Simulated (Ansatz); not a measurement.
**WNH+ (doublet): from Hartree-Fock to the top rungs, def2-SVP**

One table from this session's results is given with a row withheld; the runs are named, their logs left out.

Computed with Ansatz 0.2.0, Gaussian basis. Level: def2-SVP, core rule «outside noble gas», up to 5 orbitals frozen.

Plan: UHF; CCSD(T) on ROHF; CCSD(T) on UHF; CISD; CCSDT(Q) on ROHF; CCSDT(Q) on UHF; CASSCF and NEVPT2, 11 electrons in 11 orbitals.

13 further runs of the same task are left out: 6 that didn't finish, 7 set aside as unsound or not needed.

## The system

The geometry is a PBE0/def2-TZVP stationary point (not a proven minimum) of the parent state, kept for this charge and spin. No spin-orbit coupling is included. Elements past krypton take def2 core potentials.

3 atoms, charge 1, spin multiplicity 2.

Atoms are counted from 1 here; the program's logs count them from 0.

Bond lengths: W1–N2 1.681 Å, N2–H3 1.018 Å. Angles: W1–N2–H3 180.0°.

The first run:

Input file in.yaml:

```yaml
crystal:
  periodic: [false, false, false]
  atoms:
    - {symbol: W, position_ang: [0.000000, 0.000000, 1.460058]}
    - {symbol: N, position_ang: [0.000000, 0.000000, -0.220962]}
    - {symbol: H, position_ang: [0.000000, 0.000000, -1.239096]}
basis:
  gaussian: {orbitals: def2-SVP}
total_charge: 1
magnetization: {spin_polarized: true, initial_magnetization: 1}
hamiltonian: {xc: hf}
output: {orbitals: {seedname: orbitals}}
```

Command:

```bash
$ ansatz run in.yaml --threads 1 --pin off --events-out ev --progress --plain --max-ram 2393MiB
```

Steps of the session up to this table: UHF; CCSD(T) on ROHF; CCSD(T) on UHF; CISD; CCSDT(Q) on ROHF; CCSDT(Q) on UHF; CASSCF and NEVPT2, 11 electrons in 11 orbitals.

One table of the session follows, with a row left open; its other results are not shown here.

```
        method  from RCCSDT(Q) (kcal/mol)
          ROHF                    +216.72
           UHF                    +187.25
          RMP2                     +11.45
          UMP2                     +15.35
         RCCSD                          ?
         UCCSD                      -3.12
      RCCSD(T)                      +1.90
      UCCSD(T)                     -17.40
        RCCSDT                      +0.24
        UCCSDT                     -22.37
     RCCSDT(Q)                          0
     UCCSDT(Q)                     -23.98
CASSCF valence                     +99.64
NEVPT2 valence                     +21.29
```

**Question.** Estimate the row for RCCSD.

The run gave: from RCCSDT(Q) (kcal/mol): +15.62. In the column «from RCCSDT(Q) (kcal/mol)» it lies between UMP2 (+15.35) and NEVPT2 valence (+21.29).

Among the levels timed on like hardware and quicker than the yardstick, those that no quicker one beats, quickest first: RCCSD(T) (10 s, +1.90 kcal/mol).

Not comparable, so not listed: CISD (they don't share determinant, frozen orbitals or solution with the rows shown, or repeat one).

Limits of these values: The determinant is far from a pure spin state, so its energy mixes those of several spin states (harmless only where they are near-degenerate, as at dissociation). The program flags UCCSD(T), UCCSDT(Q) as in doubt, so those rows may rest on another solution; read them beside their warnings. With 2.2 effectively unpaired electrons against 1 the state is strongly multireference. Warnings: spin contamination; coupled cluster took another determinant than the lowest. Restricted and unrestricted rows rest on different reference determinants; where their highest levels disagree by more than a few hundredths of an eV, they describe different states and don't form one ladder. Warnings in the runs' records: other amplitudes, large difference.
